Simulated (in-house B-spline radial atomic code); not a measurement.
# V²⁰⁺: other nuclei and constants

Thought experiments on V²⁰⁺: change the model or size of the nucleus and the speed of light, one thing at a time, and follow the levels.

Program: in-house B-spline radial atomic code version 1. Level of theory: Dirac-Hartree-Fock, average of configuration, Fermi nucleus, basis-set limit. These are calculated values, not measurements, unless marked.

## (1) Starting point

| Item | Value |
| --- | --- |
| element | vanadium (Z = 23) |
| charge | +20 |
| electrons | 3 |
| configuration | [He] 2s1 |
| Hamiltonian | Dirac-Coulomb |
| nucleus | Fermi, rms radius 3.600 fm |

Outer shells as boxes (Hund's rule):

[He] 2s1
```
[He] core
2s [↑ ]
```

The boxes draw the filling by Hund's rule, which heavy ions in jj coupling don't follow; these runs average over all states of the configuration.

Input settings:

```ini
Z = 23
electrons = 3.0
configuration = [He] 2s1
hamiltonian = dirac
method = hf
spin_polarised = False
nucleus = fermi
rms_radius = 3.6002
mass_number = 51
atomic_mass = 50.943957664
speed_of_light = 137.035999084
```

The reference is known from an earlier run: -576.066593 hartree (electron-nucleus part -1183.5275, recoil term 0.006203259) in all. Up to eight levels, counted from the top:

```csv
orbital,occupation,energy (eV),<r> (bohr)
1s1/2,2,-6738.97,0.06575
2s1/2,1,-1570.18,0.2733
```

## (2) Gaussian nucleus

Input settings:

```ini
Z = 23
electrons = 3.0
configuration = [He] 2s1
hamiltonian = dirac
method = hf
spin_polarised = False
nucleus = gauss
rms_radius = 3.6002
mass_number = 51
atomic_mass = 50.943957664
speed_of_light = 137.035999084
```

## (3) Uniform sphere

Settings: those of step 2 with these lines changed.

```diff
@@ -6,3 +6,3 @@
 spin_polarised = False
-nucleus = gauss
+nucleus = sphere
 rms_radius = 3.6002
```

## (4) Nearly point-like nucleus (rms radius 0.01 fm)

Settings: those of step 3 with these lines changed.

```diff
@@ -6,4 +6,4 @@
 spin_polarised = False
-nucleus = sphere
-rms_radius = 3.6002
+nucleus = gauss
+rms_radius = 0.01
 mass_number = 51
```

## (5) Rms radius × 0.98

Settings: those of step 4 with these lines changed.

```diff
@@ -6,4 +6,4 @@
 spin_polarised = False
-nucleus = gauss
-rms_radius = 0.01
+nucleus = fermi
+rms_radius = 3.5282
 mass_number = 51
```

## (6) Rms radius × 1.02

Settings: those of step 5 with these lines changed.

```diff
@@ -7,3 +7,3 @@
 nucleus = fermi
-rms_radius = 3.5282
+rms_radius = 3.6722
 mass_number = 51
```

## (7) Speed of light × 0.9

Input settings:

```ini
Z = 23
electrons = 3.0
configuration = [He] 2s1
hamiltonian = dirac
method = hf
spin_polarised = False
nucleus = fermi
rms_radius = 3.6002
mass_number = 51
atomic_mass = 50.943957664
speed_of_light = 123.3323991756
```

**Question.** By how much, and in which direction, does each change move the total energy and the levels?

The runs gave:

All values are changes from the reference run; energy changes under 1e-05 eV count as noise.

| change | Δ total energy (eV) | Δ 1s1/2 level (eV) | Δ 2s1/2 level (eV) |
| --- | --- | --- | --- |
| Gaussian nucleus | -3.346e-05 | -1.521e-05 | below noise |
| uniform sphere | +3.007e-05 | +1.366e-05 | below noise |
| nearly point-like nucleus (rms radius 0.01 fm) | -0.05848 | -0.0266 | -0.003087 |
| rms radius × 0.98 | -0.002282 | -0.001038 | -0.0001205 |
| rms radius × 1.02 | +0.002326 | +0.001058 | +0.0001228 |
| speed of light × 0.9 | -26.71 | -10.98 | -3.133 |

The largest shift, -26.71 eV, belongs to the run "speed of light × 0.9". A radius 2 % larger raises the energy by 0.00233 eV, and one 2 % smaller lowers it by 0.00228 eV. At a fixed rms radius the shape of the nuclear charge matters less than that: at most 3.3e-05 eV.
